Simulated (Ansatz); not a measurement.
# LaF: what a guessed cell relaxes into

Aim: relax a trial structure of LaF and see where it ends.

Program: Ansatz 0.2.0. Level of theory: DFT PBE, scalar-relativistic, plane waves, PAW. These are calculated values, not measurements.

## Step 1: Starting point

It takes space group Fmmm (No. 69, orthorhombic). The conventional cell has a = 5.128 Å, b = 5.440 Å, c = 6.019 Å, α = 90.00°, β = 90.00°, γ = 90.00°. Around La (site symmetry mmm) lie 4 F at 2.56 to 2.72 Å. F (site symmetry mmm) has 4 La at 2.56 to 2.72 Å as nearest neighbours.

As a file:

```
CELL_PARAMETERS angstrom
0.00000 2.71989 3.00946
2.56398 0.00000 3.00946
2.56398 2.71989 0.00000
ATOMIC_POSITIONS crystal
La 0.00000 0.00000 0.00000
F 0.50000 0.50000 0.50000
```

Recipe of the guess: species swapped into a database cell of TlF (Fmmm, No. 69), with La on the Tl sites. Lengths come from tabulated atomic sizes and are only a guess.

## Step 2: A first look at the guess

input.yaml reads:

```yaml
crystal:
  lattice:
    - [0.0, 2.71989482, 3.00945599]
    - [2.56397725, 0.0, 3.00945599]
    - [2.56397725, 2.71989482, 0.0]
  atoms:
    - { symbol: La, position: [0.0, 0.0, 0.0] }
    - { symbol: F, position: [0.5, 0.5, 0.5] }
basis:
  ecutwfc: 420
kpoints:
  mp_grid: { grid: [6, 6, 6] }
hamiltonian:
  xc: pbe
scf:
  occupations: { method: gaussian, width: 0.1 }
  lower_state_search: "off"
output:
  forces: true
  stress: true
  eigenvalues: true
```

Launch:

```
ansatz run input.yaml --threads 1 --pin off --max-ram 2560MiB --backend cpu --events-out ev --progress --plain --runs-dir out
```

Log, cut to the lines that bear on the results:

```text
Warning: RAYON_NUM_THREADS=1 ignored (pool sized by the plan → 1); use --threads N
[...]
Pseudopotentials: kind: paw
Pseudopotential: La, paw, valence charge 11, recommended cutoff 420 eV (normal), La.paw.azcp
Pseudopotential: F, paw, valence charge 7, recommended cutoff 420 eV (normal), F.paw.azcp
Functional definition: PBE
[...]
Crystal: 2 atoms, lattice volume = 41.974 Å³
Basis set: ecut = 420 eV, 815 PW (Γ), exchange–correlation on 60×54×50 points (8 copies of the dense FFT grid, shifted against one another)
Bands: 13, of which v1, the nominal top of the filled ones, is band 9 counted from 1 (8 counted from 0)
Symmetry: 8 space group operations
Space group: Fmmm (ITA 69), of the structure as read, at distance tolerance 3.5e-5 Å
k-points: 46 of 216
[...]
SCF iter   1: F=—  HF=-7060.289352 eV  |F-HF|=—  |Δ(HF+E_count)|=         —  Δρ=5.36e-3  dr2=1.19e-2  ethr=1.77e-3  ⟨swp⟩=3.7  Hψ=2513  notcnv=0
[...]
SCF iter   6: F=-7060.288415 eV  HF=-7060.288415 eV  |F-HF|=2.77e-8  |Δ(HF+E_count)|=   2.37e-6  Δρ=1.50e-5  dr2=9.13e-8  ethr=5.56e-10  ⟨swp⟩=5.2  Hψ=3398  notcnv=0
[...]
SCF converged after 6 iterations
Free energy (F): -7060.288415 eV
[...]
E sigma→0 (E₀):  -7060.283676 eV
Entropy (-TS):   -0.009477 eV (-4.739 meV/atom)
Fermi energy:    12.047020 eV
[...]
--- Forces (eV/Å), atoms counted from 1 ---
  atom   1  La     0.00000000     0.00000000     0.00000000
  atom   2  F      0.00000000    -0.00000000    -0.00000000
[...]
--- Stress (GPa, compression-positive) ---
        0.828855      -0.000000      -0.000000
       -0.000000      -3.711270      -0.000000
       -0.000000      -0.000000      -4.776905
  P = ⅓ Tr σ = -2.5531 GPa (-25.531 kbar)
--- Band table (eV; the first three rows and the last of 46) ---
  k-point 0: bands = ["-21.4252", "-13.5729", "-4.7281", "-4.6347", "-4.6070", "4.8991", "4.9358", "5.0595", "10.3812", "12.0857", "12.9196", "13.0177", "13.4319"]
[...]
```

Run time: 0.94 s. Hardware: 1 thread of Intel Xeon 6975P-C (Granite Rapids), shared host; peak memory 0.37 GiB.

The probe gives pressure -2.6 GPa, largest force 0.00 eV/Å, gap on this mesh none (metal). The coarse relaxation is skipped.

## Step 3: Relaxation on the finer mesh

input.yaml, as its differences from that of step 2:

```diff
@@ -11,3 +11,3 @@
 kpoints:
-  mp_grid: { grid: [6, 6, 6] }
+  mp_grid: { grid: [18, 18, 18] }
 hamiltonian:
@@ -16,3 +16,2 @@
   occupations: { method: gaussian, width: 0.1 }
-  lower_state_search: "off"
 output:
@@ -21 +20,10 @@
   eigenvalues: true
+  write_density: true
+  write_potential: true
+  elf: true
+  volumetric_format: npy
+relax:
+  adjacent_minimum: "off"
+  f_tol: 0.01
+  max_steps: 80
+  cell: { stress_tol: 0.05 }
```

Launch:

```
ansatz run input.yaml --threads 1 --pin off --max-ram 2560MiB --backend cpu --events-out ev --progress --plain --runs-dir out
```

Log:

```text
Warning: RAYON_NUM_THREADS=1 ignored (pool sized by the plan → 1); use --threads N
Engine: ansatz 0.2.0, x86_64-unknown-linux-gnu
[... 4 set-up lines as earlier in the session ...]
  parameter kappa = 0.804
  parameter beta = 0.06672455060314922
  exchange = pbe_x(kappa = kappa, mu = beta*pi^2/3)
  correlation = pbe_c(beta = beta)
Crystal: 2 atoms, lattice volume = 41.974 Å³
Basis set: ecut = 420 eV, 815 PW (Γ), exchange–correlation on 60×54×50 points (8 copies of the dense FFT grid, shifted against one another)
Bands: 13, of which v1, the nominal top of the filled ones, is band 9 counted from 1 (8 counted from 0)
[... 2 set-up lines as earlier in the session ...]
k-points: 865 of 5832
Non-local potential: La, projectors of the file, l = 0: 3, l = 1: 2, l = 2: 2, l = 3: 3
Non-local potential: F, projectors of the file, l = 0: 2, l = 1: 2, l = 2: 1
PAW form: soft (Blöchl's): semilocal exchange-correlation on the pseudo side does not see the compensation charge
PAW one-centre angular grid: La, 590 points (default); XC on 64 Gauss nodes
PAW one-centre angular grid: F, 110 points (default); XC on 64 Gauss nodes
Initial density: superposition of atomic densities (neutral atoms: chi_scale 0, normalization atom), corrected by the library's trained network
Initial wavefunctions: pseudopotential atomic-orbital guess
Functional: x = pbe(κ = 0.804, μ = 0.2195149727645171), c = pbe(β = 0.06672455060314922)
SCF iter   1: F=—  HF=-7060.298992 eV  |F-HF|=—  |Δ(HF+E_count)|=         —  Δρ=5.13e-3  dr2=1.17e-2  ethr=1.77e-3  ⟨swp⟩=3.7  Hψ=46631  notcnv=0
preconditioner: auto → Kerker (q_TF=auto, 2.369 Å⁻¹)  [metal: Δε(μ)=0.005 eV  Ē_g=11.774 eV  σ=0.100 eV  W_gap=0.03  n_scr=12 (ndim 8)  ℏωp=21.4 eV  f_vac=0.000  D(μ)=1.64/eV (n_scr^D=14)]
SCF iter   2: F=—  HF=-7060.297488 eV  |F-HF|=—  |Δ(HF+E_count)|=   1.50e-3  Δρ=2.61e-3  dr2=2.51e-3  ethr=6.50e-5  ⟨swp⟩=2.8  Hψ=28629  notcnv=0
SCF iter   3: F=—  HF=-7060.297676 eV  |F-HF|=—  |Δ(HF+E_count)|=   1.89e-4  Δρ=1.27e-3  dr2=6.84e-4  ethr=1.39e-5  ⟨swp⟩=2.4  Hψ=17545  notcnv=0
SCF iter   4: F=—  HF=-7060.297752 eV  |F-HF|=—  |Δ(HF+E_count)|=   7.51e-5  Δρ=4.90e-4  dr2=9.45e-5  ethr=3.80e-6  ⟨swp⟩=2.0  Hψ=14812  notcnv=0
SCF iter   5: F=—  HF=-7060.297765 eV  |F-HF|=—  |Δ(HF+E_count)|=   1.37e-5  Δρ=1.06e-4  dr2=3.69e-6  ethr=5.25e-7  ⟨swp⟩=2.6  Hψ=18635  notcnv=0
SCF iter   6: F=—  HF=-7060.297768 eV  |F-HF|=—  |Δ(HF+E_count)|=   2.68e-6  Δρ=1.62e-5  dr2=1.07e-7  ethr=2.05e-8  ⟨swp⟩=2.8  Hψ=19177  notcnv=0
SCF iter   7: F=-7060.297768 eV  HF=-7060.297768 eV  |F-HF|=2.04e-9  |Δ(HF+E_count)|=   6.16e-8  Δρ=4.08e-6  dr2=7.49e-9  ethr=5.56e-10  ⟨swp⟩=9.9  Hψ=80305  notcnv=0
SCF 1 converged in 7 iterations: F = -7060.297768 eV  dr2 = 7.49e-9
relax step   1: F+E_penalty+E_count = -7060.29776801 eV  Δ(F+E_penalty+E_count) = +0.000e0 eV  max|allowed force component| = 3.785e-29 eV/Å  Δτ_max = 0.0000 Å  P = -2.508 GPa  Ω = 41.974 Å³  (7 SCF iters, dr2 threshold 1.00e-7 eV, accepted)
Crystal: 2 atoms, lattice volume = 38.835 Å³
Basis set: ecut = 420 eV, 773 PW (Γ), exchange–correlation on 60×54×50 points (8 copies of the dense FFT grid, shifted against one another)
Initial density: handed on by an earlier stage of this run
Initial wavefunctions: those handed on with the density
iter 1 solved again at ethr=4.67e-4 eV; its pass at ethr=3.10e-3 eV (dr2=8.41e-2 eV) is discarded
SCF iter   1: F=—  HF=-7060.395292 eV  |F-HF|=—  |Δ(HF+E_count)|=         —  Δρ=1.40e-2  dr2=8.51e-2  ethr=4.67e-4  ⟨swp⟩=1.1  Hψ=109395  notcnv=0
preconditioner: auto → Kerker (q_TF=auto, 2.400 Å⁻¹)  [metal: Δε(μ)=0.001 eV  Ē_g=11.789 eV  σ=0.100 eV  W_gap=0.01  n_scr=12 (ndim 8)  ℏωp=22.3 eV  f_vac=0.000  D(μ)=1.25/eV (n_scr^D=12)]
SCF iter   2: F=—  HF=-7060.375311 eV  |F-HF|=—  |Δ(HF+E_count)|=   2.00e-2  Δρ=6.37e-3  dr2=8.11e-3  ethr=4.67e-4  ⟨swp⟩=2.2  Hψ=21138  notcnv=0
SCF iter   3: F=—  HF=-7060.373611 eV  |F-HF|=—  |Δ(HF+E_count)|=   1.70e-3  Δρ=2.98e-3  dr2=3.80e-3  ethr=4.51e-5  ⟨swp⟩=2.0  Hψ=21114  notcnv=0
SCF iter   4: F=—  HF=-7060.372369 eV  |F-HF|=—  |Δ(HF+E_count)|=   1.24e-3  Δρ=5.03e-4  dr2=6.94e-5  ethr=2.11e-5  ⟨swp⟩=2.0  Hψ=13977  notcnv=0
SCF iter   5: F=—  HF=-7060.372391 eV  |F-HF|=—  |Δ(HF+E_count)|=   2.18e-5  Δρ=1.10e-4  dr2=4.46e-6  ethr=3.86e-7  ⟨swp⟩=2.1  Hψ=18879  notcnv=0
SCF iter   6: F=—  HF=-7060.372391 eV  |F-HF|=—  |Δ(HF+E_count)|=   6.13e-8  Δρ=3.74e-5  dr2=6.38e-7  ethr=2.48e-8  ⟨swp⟩=2.8  Hψ=17394  notcnv=0
SCF iter   7: F=-7060.372391 eV  HF=-7060.372391 eV  |F-HF|=2.39e-9  |Δ(HF+E_count)|=   4.31e-8  Δρ=8.78e-6  dr2=2.82e-8  ethr=1.11e-9  ⟨swp⟩=10.4  Hψ=92872  notcnv=0
SCF 2 converged in 7 iterations: F = -7060.372391 eV  dr2 = 2.82e-8
relax step   2: F+E_penalty+E_count = -7060.37239063 eV  Δ(F+E_penalty+E_count) = -7.462e-2 eV  max|allowed force component| = 7.573e-29 eV/Å  Δτ_max = 0.0000 Å  P = +0.261 GPa  Ω = 38.835 Å³  energy of the carried Pulay correction = +6.195e-3 eV  (7 SCF iters, dr2 threshold 2.00e-7 eV, accepted)
Crystal: 2 atoms, lattice volume = 37.812 Å³
Basis set: ecut = 420 eV, 733 PW (Γ), exchange–correlation on 60×54×50 points (8 copies of the dense FFT grid, shifted against one another)
iter 1 solved again at ethr=9.54e-5 eV; its pass at ethr=3.10e-3 eV (dr2=1.72e-2 eV) is discarded
SCF iter   1: F=—  HF=-7060.427177 eV  |F-HF|=—  |Δ(HF+E_count)|=         —  Δρ=6.87e-3  dr2=1.70e-2  ethr=9.54e-5  ⟨swp⟩=1.9  Hψ=123915  notcnv=0
preconditioner: auto → Kerker (q_TF=auto, 2.411 Å⁻¹)  [metal: Δε(μ)=0.003 eV  Ē_g=11.961 eV  σ=0.100 eV  W_gap=0.01  n_scr=14 (ndim 8)  ℏωp=22.6 eV  f_vac=0.000  D(μ)=1.04/eV (n_scr^D=8)]
SCF iter   2: F=—  HF=-7060.423212 eV  |F-HF|=—  |Δ(HF+E_count)|=   3.97e-3  Δρ=3.08e-3  dr2=2.46e-3  ethr=9.46e-5  ⟨swp⟩=2.2  Hψ=18525  notcnv=0
SCF iter   3: F=—  HF=-7060.422739 eV  |F-HF|=—  |Δ(HF+E_count)|=   4.73e-4  Δρ=1.52e-3  dr2=9.68e-4  ethr=1.37e-5  ⟨swp⟩=1.7  Hψ=14288  notcnv=0
SCF iter   4: F=—  HF=-7060.422500 eV  |F-HF|=—  |Δ(HF+E_count)|=   2.39e-4  Δρ=2.98e-4  dr2=2.30e-5  ethr=5.38e-6  ⟨swp⟩=2.6  Hψ=19315  notcnv=0
SCF iter   5: F=—  HF=-7060.422497 eV  |F-HF|=—  |Δ(HF+E_count)|=   2.70e-6  Δρ=5.55e-5  dr2=9.71e-7  ethr=1.28e-7  ⟨swp⟩=2.7  Hψ=18469  notcnv=0
SCF iter   6: F=-7060.422497 eV  HF=-7060.422497 eV  |F-HF|=1.96e-8  |Δ(HF+E_count)|=   2.10e-7  Δρ=2.05e-5  dr2=1.18e-7  ethr=1.11e-9  ⟨swp⟩=12.3  Hψ=103968  notcnv=0
SCF 3 converged in 6 iterations: F = -7060.422497 eV  dr2 = 1.18e-7
  Residual-converged pass: ⟨swp⟩=1.0  Hψ=14723  notcnv=0  max |occ|·‖R‖ = 7.1e-9 eV (tolerance 1.0e-8 eV)  dr2=1.18e-7  dr2_onsite=6.06e-9  max |Δocc| = 4.8e-10
relax step   3: F+E_penalty+E_count = -7060.42249748 eV  Δ(F+E_penalty+E_count) = -5.011e-2 eV  max|allowed force component| = 1.183e-29 eV/Å  Δτ_max = 0.0000 Å  P = +0.316 GPa  Ω = 37.812 Å³  energy of the carried Pulay correction = +8.462e-3 eV  (6 SCF iters, dr2 threshold 2.00e-7 eV, accepted)
[... 11 lines left out ...]
relax step   4: F+E_penalty+E_count = -7060.42786930 eV  Δ(F+E_penalty+E_count) = -5.372e-3 eV  max|allowed force component| = 4.970e-29 eV/Å  Δτ_max = 0.0000 Å  P = +0.026 GPa  Ω = 37.864 Å³  energy of the carried Pulay correction = +8.404e-3 eV  (5 SCF iters, dr2 threshold 2.00e-7 eV, accepted)
[... 8 lines left out ...]
relax step   5: F+E_penalty+E_count = -7060.42785085 eV  Δ(F+E_penalty+E_count) = +1.845e-5 eV  max|allowed force component| = 2.130e-29 eV/Å  Δτ_max = 0.0000 Å  P = +0.003 GPa  Ω = 37.876 Å³  energy of the carried Pulay correction = +8.378e-3 eV  (4 SCF iters, dr2 threshold 1.73e-8 eV, accepted)
[... 11 lines left out ...]
relax step   6: F+E_penalty+E_count = -7060.42623578 eV  Δ(F+E_penalty+E_count) = +1.615e-3 eV  max|allowed force component| = 5.374e-29 eV/Å  Δτ_max = 0.0000 Å  P = -0.122 GPa  Ω = 37.876 Å³  stress off target by 2.96e-1 GPa  SCF on the basis re-selected at this cell (its energy is not comparable with the rows above)  (6 SCF iters)
[... 9 lines left out ...]
relax step   7: F+E_penalty+E_count = -7060.42649150 eV  Δ(F+E_penalty+E_count) = -2.557e-4 eV  max|allowed force component| = 5.167e-29 eV/Å  Δτ_max = 0.0000 Å  P = -0.008 GPa  Ω = 37.811 Å³  energy of the carried Pulay correction = +1.339e-4 eV  (4 SCF iters, dr2 threshold 2.00e-7 eV, accepted)
iter 1 solved again at ethr=5.55e-9 eV; its pass at ethr=3.10e-3 eV (dr2=9.99e-7 eV) is discarded
SCF iter   1: F=—  HF=-7060.426368 eV  |F-HF|=—  |Δ(HF+E_count)|=         —  Δρ=2.92e-5  dr2=8.18e-8  ethr=5.55e-9  ⟨swp⟩=4.0  Hψ=92927  notcnv=0
preconditioner: auto → Kerker (q_TF=auto, 2.411 Å⁻¹)  [metal: Δε(μ)=0.009 eV  Ē_g=12.039 eV  σ=0.100 eV  W_gap=0.05  n_scr=14 (ndim 8)  ℏωp=22.6 eV  f_vac=0.000  D(μ)=1.07/eV (n_scr^D=8)]
SCF iter   2: F=—  HF=-7060.426361 eV  |F-HF|=—  |Δ(HF+E_count)|=   6.89e-6  Δρ=1.60e-5  dr2=3.18e-8  ethr=4.55e-10  ⟨swp⟩=2.9  Hψ=19390  notcnv=0
SCF iter   3: F=—  HF=-7060.426361 eV  |F-HF|=—  |Δ(HF+E_count)|=   2.15e-8  Δρ=2.92e-6  dr2=3.17e-9  ethr=1.77e-10  ⟨swp⟩=2.8  Hψ=17790  notcnv=0
SCF iter   4: F=—  HF=-7060.426361 eV  |F-HF|=—  |Δ(HF+E_count)|=  1.24e-10  Δρ=1.62e-6  dr2=6.01e-10  ethr=1.76e-11  ⟨swp⟩=2.0  Hψ=16933  notcnv=0
SCF iter   5: F=—  HF=-7060.426361 eV  |F-HF|=—  |Δ(HF+E_count)|=  3.46e-11  Δρ=3.27e-7  dr2=2.95e-11  ethr=3.34e-12  ⟨swp⟩=2.3  Hψ=18098  notcnv=0
SCF iter   6: F=-7060.426361 eV  HF=-7060.426361 eV  |F-HF|=1.82e-12  |Δ(HF+E_count)|=  9.09e-12  Δρ=1.05e-7  dr2=1.93e-12  ethr=1.00e-12  ⟨swp⟩=5.5  Hψ=46428  notcnv=0
SCF 8 converged in 6 iterations: F = -7060.426361 eV  dr2 = 1.93e-12
relax step   8: F+E_penalty+E_count = -7060.42636074 eV  Δ(F+E_penalty+E_count) = +1.308e-4 eV  max|allowed force component| = 1.041e-28 eV/Å  Δτ_max = 0.0000 Å  P = -0.014 GPa  Ω = 37.811 Å³  stress off target by 2.94e-2 GPa  SCF on the basis re-selected at this cell (its energy is not comparable with the rows above)  (6 SCF iters)
basis re-selected at this cell: Δ(F+E_penalty+E_count) = +1.308e-4 eV, ΔP = -0.006 GPa vs the last step (what re-selecting the basis moved, of the pressure what is left beyond the Pulay correction that the steps carried, after the strain that the cell walked since its last selection, with what the two solves' SCF thresholds leave and, on support functions, any second-order correction that the steps lacked; it is no measure of the basis error at this ecutwfc). This SCF's stress stands 2.94e-2 GPa from its target on what of the cell is left free (relax.cell.stress_tol is 5.00e-2 GPa) and its largest allowed force component is 1.04e-28 eV/Å (relax.f_tol is 1.00e-2 eV/Å): within both
SCF converged after 6 iterations
Free energy (F): -7060.426361 eV
Harris-Foulkes:  -7060.426361 eV  (|F-HF|=1.82e-12)
Internal energy: -7060.421024 eV  (E = F + TS)
E sigma→0 (E₀):  -7060.423692 eV
Entropy (-TS):   -0.005337 eV (-2.668 meV/atom)
Fermi energy:    13.644731 eV
--- Per-component energies (eV) ---
  E_band       = -23.292038
  E_kinetic    = 401.283124
  E_local      = -815.108568  (includes V_loc(G=0)·N_el)
  E_nonlocal   = 170.329585
  E_hartree    = 300.691068
  E_xc         = -219.779273
  E_vxc        = -250.858462  (∫ρ·V_xc dr)
  E_paw        = -5617.791799  (= ΣΔE_a)
  E_vpaw       = -130.321935  (= ΣTr[D̂ρ^β])
  E_aug_tail   = 0.002068  (compensation charges beyond the density's cutoff)
  E_ewald      = -1280.047229
  E_smearing   = -0.005337  (= −TS)
  E_closure    = -0.000000  (closes the sum)
  Σ components = -7060.426361   (vs F -7060.426361, Δ=0.00e0)
--- Forces (eV/Å), atoms counted from 1 ---
  atom   1  La    -0.00000000    -0.00000000     0.00000000
  atom   2  F      0.00000000     0.00000000    -0.00000000
  max |Σ_I F_I| component: 1.96e-28 eV/Å
--- Stress (GPa, compression-positive) ---
        0.009011       0.000000      -0.000000
        0.000000      -0.021634       0.000000
       -0.000000       0.000000      -0.029358
  P = ⅓ Tr σ = -0.0140 GPa (-0.140 kbar)
--- Band table (eV; the first three rows and the last of 865) ---
  k-point 0: bands = ["-19.7719", "-12.4114", "-2.8260", "-2.8256", "-2.8255", "6.0841", "6.0842", "6.0849", "12.4284", "14.2723", "14.2730", "14.2759", "14.5126"]
  k-point 1: bands = ["-19.7640", "-12.4206", "-2.8502", "-2.8290", "-2.8287", "6.0502", "6.0621", "6.0626", "12.5441", "14.0487", "14.3064", "14.3086", "14.7427"]
  k-point 2: bands = ["-19.7413", "-12.4474", "-2.9201", "-2.8381", "-2.8379", "5.9569", "5.9995", "5.9999", "12.8588", "13.7963", "14.4012", "14.4032", "15.0293"]
  k-point 864: bands = ["-19.4370", "-12.5786", "-4.2449", "-3.3865", "-3.3852", "6.2835", "6.2847", "6.4996", "11.4285", "14.7130", "15.1175", "15.1545", "15.2982"]
--- Relaxed structure (6 steps of the walk, 6 accepted, 2 SCFs on fresh bases) ---
  F+E_penalty+E_count = -7060.42636074 eV   max|allowed force component| = 1.041e-28 eV/Å   (the final SCF, on the basis selected at the relaxed cell)
  cell:  # Å, volume = 37.8107 Å³
    - [-4.8233393411141865e-33, 2.664174133101527, 2.664387985343521]
    - [2.6633292187002073, -2.2577536495882556e-17, 2.664387985343521]
    - [2.6633292187002073, 2.664174133101527, -2.0405191093527805e-17]
  atoms:
    - { symbol: La, position: [-1.1814083960990276e-34, -1.358430861290093e-34, 1.358430861290093e-34] }
    - { symbol: F, position: [0.49999999999999994, 0.49999999999999994, 0.49999999999999994] }
```

Wall time 2.1 min (1 thread of Intel Xeon 6975P-C (Granite Rapids), shared host); peak memory 0.81 GiB.

Relaxation path:

```csv
step,energy from step 1 (eV/cell),largest force component (eV/Å),pressure (GPa),volume (Å³)
1,0.0000,0.0000,-2.51,41.97
2,-0.0746,0.0000,0.26,38.84
3,-0.1247,0.0000,0.32,37.81
4,-0.1301,0.0000,0.03,37.86
5,-0.1301,0.0000,0.00,37.88
6,-0.1285,0.0000,-0.12,37.88
7,-0.1287,0.0000,-0.01,37.81
8,-0.1286,0.0000,-0.01,37.81
```

Step 1 is the start. Steps 6, 8 each repeat the geometry before them on a plane-wave basis chosen anew, so the energy can jump there without any move.

Lengths and angles in the start's conventional setting:

|  | before | after | change |
| --- | --- | --- | --- |
| a (Å) | 5.128 | 5.327 | +3.9 % |
| b (Å) | 5.440 | 5.328 | -2.0 % |
| c (Å) | 6.019 | 5.329 | -11.5 % |
| volume (Å³/atom) | 20.99 | 18.91 | -9.9 % |
| shortest distance (Å) | 2.564 | 2.663 | +3.9 % |
| space group (0.01 Å) | Fmmm | Fm-3m | changed |

Axes a, b and c in the maps are those of this run's conventional cell (a, b, c = 5.327, 5.328, 5.329 Å).

Density in a lattice plane of the grid's cell (edges 5.33 and 5.33 Å, at 0.000 of the third edge), which holds La and F.

Ten even steps from '0' (0.09 e/Å³) to '9' (12.73 e/Å³):
```
111100000025752000000111
111000000002220000000011
000000000000000000000000
000000000000000000000000
000000000000000000000000
000000000000000000000000
000000000000000000000000
220000000011111000000002
752000000111111100000025
983100000111111100000138
752000000111111100000025
220000000011111000000002
000000000000000000000000
000000000000000000000000
000000000000000000000000
000000000000000000000000
000000000000000000000000
111000000002220000000011
111100000025752000000111
111100000138983100000111
```
Columns run along the first of these edges and rows up along the second, over one cell in 24 and 20 even steps from the bottom left corner. Atoms in the plane (fractional): La at (0.00, 0.00), La at (0.50, 0.50), F at (0.00, 0.50), F at (0.50, 0.00).

ELF in the same plane.

Values, 12 rows by 12 columns:
```
0.41 0.74 0.73 0.12 0.34 0.79 0.78 0.79 0.34 0.12 0.73 0.74
0.75 0.73 0.43 0.09 0.09 0.34 0.49 0.34 0.09 0.09 0.43 0.73
0.14 0.12 0.09 0.08 0.09 0.12 0.14 0.12 0.09 0.08 0.09 0.12
0.49 0.34 0.09 0.09 0.43 0.73 0.75 0.73 0.43 0.09 0.09 0.34
0.78 0.79 0.34 0.12 0.73 0.74 0.41 0.74 0.73 0.12 0.34 0.79
0.42 0.78 0.49 0.14 0.75 0.41 0.02 0.41 0.75 0.14 0.49 0.78
0.78 0.79 0.34 0.12 0.73 0.74 0.41 0.74 0.73 0.12 0.34 0.79
0.49 0.34 0.09 0.09 0.43 0.73 0.75 0.73 0.43 0.09 0.09 0.34
0.14 0.12 0.09 0.08 0.09 0.12 0.14 0.12 0.09 0.08 0.09 0.12
0.75 0.73 0.43 0.09 0.09 0.34 0.49 0.34 0.09 0.09 0.43 0.73
0.41 0.74 0.73 0.12 0.34 0.79 0.78 0.79 0.34 0.12 0.73 0.74
0.02 0.41 0.75 0.14 0.49 0.78 0.42 0.78 0.49 0.14 0.75 0.41
```
Columns run along the first of these edges and rows up along the second, over one cell in 12 and 12 even steps from the bottom left corner. Atoms in the plane (fractional): La at (0.00, 0.00), La at (0.50, 0.50), F at (0.00, 0.50), F at (0.50, 0.00).

Both are smooth fields of the valence electrons: close to the nuclei they are not physical.

The highest ELF values outside the cores: 0.81 in the shell around F, 0.6 Å from F; 0.69 between the atoms, 2.1 Å from La.

(Part 1 of 2 ends here.)
